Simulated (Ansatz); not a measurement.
# C2H4Ge: the cost of one run

All numbers are computed with Ansatz 0.2.0 through its Python package. Level of theory: Hartree-Fock/def2-SVP.

### Step 1. Starting point

Bond lengths: C1–C2 1.224 Å, C2–Ge3 1.887 Å, C1–H4 0.996 Å, Ge3–H5 1.543 Å, Ge3–H6 1.556 Å, Ge3–H7 1.611 Å. Angles: C1–C2–Ge3 177.8°, C2–C1–H4 176.7°, C2–Ge3–H5 110.5°, C2–Ge3–H6 110.5°, C2–Ge3–H7 108.7°, H5–Ge3–H6 110.8°, H5–Ge3–H7 108.5°, H6–Ge3–H7 107.7°.

No structure file is read: the coordinates are typed or built in the script.

### Step 2. The script

The input, states.py:

```python
# -*- coding: utf-8 -*-
"""Restricted and unrestricted solutions of C2H4Ge, stretched and not."""

import warnings

import ansatz
import numpy as np

warnings.simplefilter("ignore", ansatz.DeckWarning)

geometry_ang = [
    ("C", [-0.8049, -1.873, 0.1386]),
    ("C", [-0.3507, -0.74, 0.0479]),
    ("Ge", [0.416, 0.9785, -0.0876]),
    ("H", [-1.2239, -2.7753, 0.1916]),
    ("H", [0.1328, 1.588, -1.4768]),
    ("H", [-0.1189, 1.9056, 1.0418]),
    ("H", [2.0108, 0.8481, 0.0987]),
]
geometry = ansatz.Crystal.molecule()
for symbol, xyz in geometry_ang:
    geometry = geometry.atom(symbol, xyz)
symbols = [site.symbol for site in geometry.cartesian_sites]

start = np.array([site.position_ang for site in geometry.cartesian_sites])
for factor in [1.0, 1.25, 1.6]:
    xyz = (start - start.mean(axis=0)) * factor
    scaled = ansatz.Crystal.molecule()
    for symbol, place in zip(symbols, xyz):
        scaled = scaled.atom(symbol, place.tolist())
    calc = scaled.calculation().basis(gaussian="def2-SVP").functional("hf").spin("collinear")
    for search in ("off", "standard"):
        try:
            data = calc.scf(lower_state_search=search).run(threads=1).report
        except ansatz.AnsatzError as error:
            print(f"x{factor} search {search}: {type(error).__name__}")
            continue
        state = data["mean_field"]["state"]
        print(f"all distances x{factor}, search {search:8s} E = {data['free_energy_ev']:.5f} eV  <S^2> = {abs(state['spin_squared']):.3f}  other states met: {len(data['mean_field']['others'])}")
```

### Step 3. The calls as engine input

The package turns the script's settings into the engine's input (first run):

```yaml
crystal:
  periodic: [false, false, false]
  atoms:
    - { symbol: C, position_ang: [-0.8136428571428571, -1.8632714285714285, 0.14514285714285713] }
    - { symbol: C, position_ang: [-0.3594428571428572, -0.7302714285714285, 0.05444285714285712] }
    - { symbol: Ge, position_ang: [0.4072571428571428, 0.9882285714285716, -0.08105714285714287] }
    - { symbol: H, position_ang: [-1.2326428571428572, -2.7655714285714286, 0.19814285714285712] }
    - { symbol: H, position_ang: [0.12405714285714284, 1.5977285714285716, -1.4702571428571427] }
    - { symbol: H, position_ang: [-0.12764285714285717, 1.9153285714285715, 1.0483428571428572] }
    - { symbol: H, position_ang: [2.0020571428571428, 0.8578285714285715, 0.10524285714285712] }
basis:
  gaussian:
    orbitals: def2-SVP
hamiltonian:
  xc: hf
magnetization:
  spin_polarized: true
scf:
  lower_state_search: "off"
```

### Step 4. The run

Launch:

```bash
$ python states.py
```

Q: Estimate wall time and peak memory on 1 thread of Arm Neoverse V1, shared host.

About 58 s, with a peak of 0.28 GiB.
